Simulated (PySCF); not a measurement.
# CH₁₁NSi₃: electronic excitations

Wanted: the electronic excitations of CH₁₁NSi₃ (`C[Si](N)([SiH3])[SiH3]`), by calculation.

The runs use PySCF 2.14.0, with density-fitted response routines of our own; the level of theory stands in each step. All values are computed, except where a source is named. Atoms are numbered from 0 throughout.

**1. The starting structure**

16 atoms, charge 0, multiplicity 1; geometry from: GFN2-xTB.

Bonds of the start (Å): C0–Si1 1.91, Si1–N2 1.74, Si1–Si3 2.34, Si1–Si4 2.33, C0–H5 1.09, C0–H6 1.09, C0–H7 1.09, N2–H8 1.01, N2–H9 1.01, Si3–H10 1.47, Si3–H11 1.47, Si3–H12 1.47, Si4–H13 1.47, Si4–H14 1.47, Si4–H15 1.47.

**2. Ultraviolet spectrum: PBE0/def2-SVPD**

What the job is given:

```
{"job": {"kind": "uv", "xc": "PBE0", "basis": "def2-SVPD", "nstates": 8, "ntriplets": 3}, "charge": 0, "multiplicity": 1}
C      0.576308     1.439951    -1.152855
Si     0.037404     0.136911     0.138372
N      0.286559     0.978570     1.642429
Si     1.395889    -1.747827    -0.140640
Si    -2.256876    -0.230673     0.043201
H      0.033125     2.371923    -1.027294
H      1.636465     1.667650    -1.077299
H      0.392547     1.085207    -2.162925
H      0.034773     0.528966     2.507669
H      1.134106     1.507245     1.776303
H      1.192237    -2.413644    -1.431028
H      1.132689    -2.763731     0.887647
H      2.838979    -1.481394    -0.055688
H     -2.696295    -1.139912     1.109294
H     -2.628145    -0.881719    -1.218727
H     -3.117362     0.951420     0.150131
```

Method: TDDFT PBE0/def2-SVPD, vertical, gas phase, core orbitals frozen in the response.

Command:

```
> OMP_NUM_THREADS=1 python probes_run.py task.json out
```

This one command runs all jobs of the session in turn.

The program printed:

```text
coarse grid: 13840 points
cycle   1  E = -966.9873499927  dE = -5.514e-02  |g| = 4.775e-01  |ddm| = 4.773e+00
cycle   2  E = -966.9385264010  dE =  4.882e-02  |g| = 6.532e-01  |ddm| = 1.678e+00
cycle   3  E = -967.0417611596  dE = -1.032e-01  |g| = 6.113e-02  |ddm| = 1.033e+00
cycle   4  E = -967.0426130425  dE = -8.519e-04  |g| = 2.756e-02  |ddm| = 1.375e-01
cycle   5  E = -967.0428061270  dE = -1.931e-04  |g| = 4.799e-03  |ddm| = 3.701e-02
cycle   6  E = -967.0428142400  dE = -8.113e-06  |g| = 9.720e-04  |ddm| = 1.312e-02
final grid: 117072 points
cycle   7  E = -967.1573230609  dE = -1.606e-05  |g| = 6.783e-03  |ddm| = 7.587e-02
cycle   8  E = -967.1573130252  dE =  1.004e-05  |g| = 9.367e-03  |ddm| = 2.327e-02
cycle   9  E = -967.1573344349  dE = -2.141e-05  |g| = 5.852e-04  |ddm| = 1.314e-02
cycle  10  E = -967.1573345216  dE = -8.663e-08  |g| = 1.326e-04  |ddm| = 9.933e-04
cycle  11  E = -967.1573345259  dE = -4.337e-09  |g| = 3.463e-05  |ddm| = 2.530e-04
cycle  12  E = -967.1573345264  dE = -4.609e-10  |g| = 6.344e-06  |ddm| = 8.366e-05
converged SCF energy = -967.1573345264

Static polarisability (au): isotropic 111.047, principal 98.048 107.807 127.287

Singlet excitations
state   eV       nm        f      main configurations
  1   5.2527    236.0   0.01834   H->L 0.87, H->L+1 0.12
  2   5.6041    221.2   0.06312   H->L+1 0.87, H->L 0.11
  3   6.2542    198.2   0.03586   H->L+2 0.96
  4   6.7457    183.8   0.00968   H-1->L 0.82
  5   6.7652    183.3   0.00615   H->L+3 0.42, H->L+4 0.41, H->L+5 0.10
  6   6.8396    181.3   0.15978   H->L+3 0.48, H->L+4 0.30
  7   7.0491    175.9   0.05049   H-1->L+1 0.57, H->L+4 0.13, H-2->L+1 0.10
  8   7.1729    172.9   0.03897   H->L+5 0.61, H-1->L+1 0.18

Triplet excitations (Tamm-Dancoff, eV): 4.7486 5.0247 6.0111
```

Run time: 33 s. Hardware: 1 thread of Arm Neoverse V1, shared host; peak memory 0.82 GiB.

Frontier orbitals and where they lie:

```tsv
orbital	eV	atoms
HOMO−3	-9.57	Si4 29 %, H14 18 %, H15 15 %
HOMO−2	-8.81	N2 27 %, Si1 18 %, Si3 14 %
HOMO−1	-8.33	Si1 24 %, Si4 23 %, C0 19 %
HOMO	-6.92	N2 39 %, Si1 17 %, Si3 17 %
LUMO	-0.44	Si1 24 %, Si3 22 %, Si4 21 %
LUMO+1	-0.15	Si1 23 %, Si4 17 %, Si3 16 %
LUMO+2	0.36	Si3 20 %, Si4 18 %, Si1 10 %
```

With each of the 8 states as a Gaussian band of 0.4 eV half-width at 1/e, the curve within the window shown has maxima at 222 nm (ε 3,000), 180 nm (ε 9,800) L/(mol cm). Beyond the last state computed it falls off for lack of states. The curve at chosen wavelengths:

| nm | ε (L/mol/cm) |
| --- | --- |
| 166 | 2117 |
| 170 | 4678 |
| 174 | 7632 |
| 178 | 9547 |
| 182 | 9439 |
| 186 | 7655 |
| 190 | 5414 |
| 194 | 3667 |
| 198 | 2636 |
| 202 | 2148 |
| 206 | 2038 |
| 210 | 2212 |
| 214 | 2548 |
| 218 | 2867 |
| 222 | 3011 |
| 226 | 2912 |
| 230 | 2604 |
| 234 | 2173 |
| 238 | 1711 |
| 242 | 1281 |
| 246 | 917 |
| 250 | 629 |
| 254 | 415 |
| 258 | 263 |
| 262 | 160 |
| 266 | 94 |

Leading natural transition orbitals of singlet state 6: the hole lies on N2 37 %; Si1, Si3 about 15 % each; Si4 7 %; the particle on Si1 14 %; 4 H atoms about 11 % each; H12, H15 about 8 % each.

Leading natural transition orbitals of singlet state 1: the hole lies on N2 42 %; Si1, Si3 about 13 % each; Si4 6 %; the particle on Si1 21 %; Si3, Si4 about 10 % each; 4 H atoms about 8 % each.

Ground-state properties from the same run:

```tsv
property	computed
dipole moment (D)	1.37
polarisability (Å³)	16.46
HOMO–LUMO gap (eV)	6.48
−ε(HOMO) (eV)	6.92
```

Orbitals, density, ELF and potential are computed afterwards from the orbital file.

Frontier orbitals at PBE0/def2-SVPD, with the share of their density that lies nearest to each atom:

```tsv
orbital	energy (eV)	lies on
HOMO	-6.92	N2 37 %; Si1, Si3 about 15 % each; Si4 7 %
LUMO	-0.44	Si1 20 %; H12, H15 about 12 % each; Si3, Si4 about 12 % each
```

ELF in a plane through or near 5 of the atoms.

Ten even steps from '0' (0.00) to '9' (1.00):
```
0000000000000000000000000000
0000000000000000000000000000
0000000000000000000000000000
0000000000331036610000000000
0000000008996279970000000000
0000000029998589970000000000
0000000004887566400000000000
0000000000247884100015410000
0000155200036433221499993000
0002999963671771885899998000
0005999985894334971399997000
0005999924279659917639973000
0001588618527535512132100000
0000012321143101257983000000
0000001489961000169985100000
0000000489961000148873000000
0000000257630000002310000000
0000000000000000000000000000
0000000000000000000000000000
0000000000000000000000000000
```
The map spans 11.7 Å across and 10.0 Å up, centred on the molecule. Atoms in the plane (x, y in Å): Si1 (0.0, 0.1), Si3 (-1.9, -1.2), Si4 (2.1, -0.9), H12 (-3.2, -0.5), H15 (3.3, -0.1).

On the surface of density 0.002 e/bohr³ the electrostatic potential runs, from the 1st to the 99th percentile, from -0.90 V near N2 to 1.56 V near H9.

**3. Outcome**

```
                                quantity                        value
         lowest singlet (PBE0/def2-SVPD)  5.25 eV (236 nm), f = 0.018
brightest single state of those computed  state 6, 6.84 eV, f = 0.160
                          lowest triplet                      4.75 eV
   surface potential, 1st and 99th percentile           -0.90 V and 1.56 V
```

What this shows: The first singlet state (HOMO→LUMO 0.87, HOMO→LUMO+1 0.12) lies at 5.25 eV and is weak; of the 8 states computed, the strongest absorption comes from state 6 at 6.84 eV. The lowest triplet lies 0.50 eV below the lowest singlet (triplets in Tamm-Dancoff, singlets in full TDDFT). At PBE0/def2-SVPD, counted by nearest atom on the grid, the HOMO lies on N2 37 %; Si1, Si3 about 15 % each, the LUMO on Si1 20 %; H12, H15 about 12 % each.
